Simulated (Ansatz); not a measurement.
# Bi2Te5: the cost of one run

Program: Ansatz 0.2.0. Level of theory: DFT PBE, scalar-relativistic, plane waves, PAW, unless a step names another level. These are calculated values, not measurements.

4 further runs of the same task are left out: 3 that didn't finish, 1 set aside as unsound or not needed.

## Step 1: Starting point

Symmetry: R-3m, No. 166, trigonal system. Conventional cell: a = 4.669 Å, b = 4.669 Å, c = 37.983 Å, α = 90.00°, β = 90.00°, γ = 120.00°. Bi (site symmetry 3m) has 6 Te at 3.16 to 3.29 Å as nearest neighbours. Te (site symmetry 3m) has 3 Bi at 3.16 Å and 3 Te at 3.39 Å as nearest neighbours. Te (site symmetry -3m) is surrounded by 6 Bi at 3.29 Å. Around Te (site symmetry 3m) lie 6 Te at 3.06 to 3.39 Å.

As a file:

```
CELL_PARAMETERS angstrom
2.33444 1.34779 12.66089
-2.33444 1.34779 12.66089
0.00000 -2.69557 12.66089
ATOMIC_POSITIONS crystal
Bi 0.28367 0.28367 0.28367
Bi 0.71633 0.71633 0.71633
Te 0.57334 0.57334 0.57334
Te 0.42666 0.42666 0.42666
Te 0.00000 0.00000 0.00000
Te 0.14766 0.14766 0.14766
Te 0.85234 0.85234 0.85234
```

It came out lowest among 21 distinct ends of the trial cells. At a tolerance of 0.05 Å it has space group R-3m (No. 166).

## Step 2: Electronic structure at the relaxed geometry

input.yaml

```yaml
crystal:
  lattice:
    - [2.3344361949, 1.3477873656, 12.6608855004]
    - [-2.3344361949, 1.3477873656, 12.6608855004]
    - [0.0, -2.6955747311, 12.6608855004]
  atoms:
    - { symbol: Bi, position: [0.2836740584, 0.2836740584, 0.2836740584] }
    - { symbol: Bi, position: [0.7163259416, 0.7163259416, 0.7163259416] }
    - { symbol: Te, position: [0.5733416518, 0.5733416518, 0.5733416518] }
    - { symbol: Te, position: [0.4266583482, 0.4266583482, 0.4266583482] }
    - { symbol: Te, position: [0.0, 0.0, 0.0] }
    - { symbol: Te, position: [0.1476642321, 0.1476642321, 0.1476642321] }
    - { symbol: Te, position: [0.8523357679, 0.8523357679, 0.8523357679] }
basis:
  ecutwfc: 420
kpoints:
  mp_grid: { grid: [12, 12, 12] }
  band_path:
    path:
      - [[0.0, 0.0, 0.0], [0.5, 0.5, 0.5], [0.82577853, 0.17422147, 0.5]]
      - [[0.5, -0.17422147, 0.17422147], [0.5, 0.0, 0.0], [0.0, 0.0, 0.0], [0.33711074, -0.33711074, 0.0]]
      - [[0.66288926, 0.0, 0.33711074], [0.5, 0.0, 0.5], [0.0, 0.0, 0.0]]
    npoints: 14
hamiltonian:
  xc: pbe
scf:
  occupations: { method: gaussian, width: 0.1 }
  n_extra_bands: 17
output:
  forces: true
  stress: true
  eigenvalues: true
  populations: true
  dos: { projected: true, de: 0.02, nscf_kmesh: { grid: [15, 15, 15] } }
  bader: true
  write_density: true
  write_potential: true
  elf: true
  volumetric_format: npy
```

On the command line:

```
ansatz run input.yaml --threads 1 --pin off --max-ram 2560MiB --backend cpu --events-out ev --progress --plain --runs-dir out
```

Q: Estimate wall time and peak memory on 1 thread of AMD EPYC 7R43 (Zen 3), shared host.

About 8.7 min, with a peak of 2.1 GiB.
